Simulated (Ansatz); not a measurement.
# FH₃SSn: one species, many methods

Aim: compute FH₃SSn with functionals from several rungs and with coupled cluster, and see how far each lands from CCSD(T) at the basis-set limit for the atomisation energy.

Method: functionals in def2-TZVPP, the program's frozen cores in correlated methods; program: Ansatz 0.2.0, Gaussian basis.

Levels to be run: LDA (SPW92), PBE-D4, revPBE-D4, BLYP-D4, r2SCAN-D4, B97M-V, PBE0-D4, B3LYP-D4, r2SCANh-D4, r2SCAN0-D4, HSE06-D4, BHLYP-D4, CAM-B3LYP-D4, LC-ωPBE, ωB97X-V, ωB97M-V, B2PLYP, PBE-QIDH; CCSD(T)/def2-SVP; CCSD(T)/def2-TZVPP; CCSD(T)/def2-QZVPP; extrapolation to the limit; RPA on PBE.

1 further run of the same task is left out (it didn't finish).

## 1. Structure used throughout

An earlier PBE0-D4 in a triple-zeta def2 set relaxation fixed the geometry. Sn takes the def2 core potential; no spin-orbit term is included.

SMILES `[F][SnH2][SH]`, 6 atoms, charge 0, spin multiplicity 1.

Atoms are counted from 1 here; the program's logs count them from 0.

Bond lengths: F1–Sn2 1.924 Å, Sn2–S3 2.380 Å, Sn2–H4 1.696 Å, Sn2–H5 1.699 Å, S3–H6 1.344 Å. Angles: F1–Sn2–S3 107.4°, F1–Sn2–H4 105.3°, F1–Sn2–H5 103.8°, S3–Sn2–H4 109.0°, S3–Sn2–H5 112.1°, H4–Sn2–H5 118.4°, Sn2–S3–H6 93.3°.

## 2. LDA

This LDA is Slater exchange with PW92 correlation.

Contents of in.yaml:

```yaml
crystal:
  periodic: [false, false, false]
  atoms:
    - {symbol: F, position_ang: [-1.940320, 0.027310, 0.559620]}
    - {symbol: Sn, position_ang: [-0.320129, -0.028486, -0.476055]}
    - {symbol: S, position_ang: [1.406187, -0.837051, 0.948616]}
    - {symbol: H, position_ang: [-0.609935, -1.170169, -1.696910]}
    - {symbol: H, position_ang: [-0.071652, 1.590279, -0.927441]}
    - {symbol: H, position_ang: [1.577849, 0.354116, 1.545969]}
basis:
  gaussian: {orbitals: def2-TZVPP}
hamiltonian: {xc: lda}
output: {orbitals: {seedname: orbitals}}
```

On the command line:

```console
$ ansatz run in.yaml --threads 2 --pin off --events-out ev --progress --plain --max-ram 22528MiB --backend cpu
```

Further steps of the session: PBE-D4 (GGA); revPBE-D4 (GGA); BLYP-D4 (GGA); r2SCAN-D4 (meta-GGA); B97M-V (meta-GGA); B3LYP-D4 (hybrid); r2SCANh-D4 (hybrid); r2SCAN0-D4 (hybrid); HSE06-D4 (hybrid); BHLYP-D4 (hybrid); CAM-B3LYP-D4 (range-separated); LC-ωPBE (range-separated); ωB97X-V (range-separated); ωB97M-V (range-separated); B2PLYP (double hybrid); PBE-QIDH (double hybrid); CCSD(T) in def2-SVP; CCSD(T) in def2-TZVPP; CCSD(T) in def2-QZVPP; RPA on PBE orbitals.

**Question.** What will the summary of the whole plan be? Wanted: atomisation energy, CCSD(T)/CBS; farthest beyond LDA; mean size of error, GGA; mean size of error, meta-GGA; mean size of error, hybrid; mean size of error, range-separated; mean size of error, double hybrid; gap, smallest and largest; T1 diagnostic.

**Answer**, as computed:

| quantity | value |
| --- | --- |
| atomisation energy, CCSD(T)/CBS | 1634.5 kJ/mol |
| functionals within 16.3 kJ/mol (1.0 %) | PBE-D4, ωB97X-V |
| farthest beyond LDA | BHLYP-D4 (-90.2 kJ/mol) |
| mean size of error, GGA | 37.7 kJ/mol |
| mean size of error, meta-GGA | 21.1 kJ/mol |
| mean size of error, hybrid | 55.3 kJ/mol |
| mean size of error, range-separated | 22.9 kJ/mol |
| mean size of error, double hybrid | 58.1 kJ/mol |
| gap, smallest and largest | 4.65 eV (BLYP-D4), 11.92 eV (LC-ωPBE) |
| T1 diagnostic | 0.0134 |
| triples share of the correlation energy | 3.2 % |

**Reading.** The LDA atomisation energy is off by 229.0 kJ/mol (14 %): it overbinds. PBE-D4 is off by -14.6 kJ/mol. Double hybrids carry the basis error of their MP2 part in triple zeta, and no dispersion term here, so their miss is partly the set-up's. By mean error the best rung here is meta-GGA (21.1 kJ/mol) and the worst beyond LDA is double hybrid (58.1 kJ/mol). The gap between the best rungs is small, so their order is not settled. Misses under about 16.3 kJ/mol are within the doubt on the reference itself, which lacks core-valence correlation, spin-orbit coupling and higher excitations, and its outer-core shells are covered unevenly. All levels share the lack of spin-orbit coupling, which lowers the free heavy atoms and so the true binding. Hartree-Fock recovers 67 % of the binding; the rest is correlation. CCSD(T) in def2-SVP is off by -171.1 kJ/mol, worse than the median functional, from the basis alone. The gap grows from 4.7 to 11.9 eV across the functionals, mostly with the share of exact exchange. Correlated methods include outer-core shells of Sn, which these sets cover unevenly.
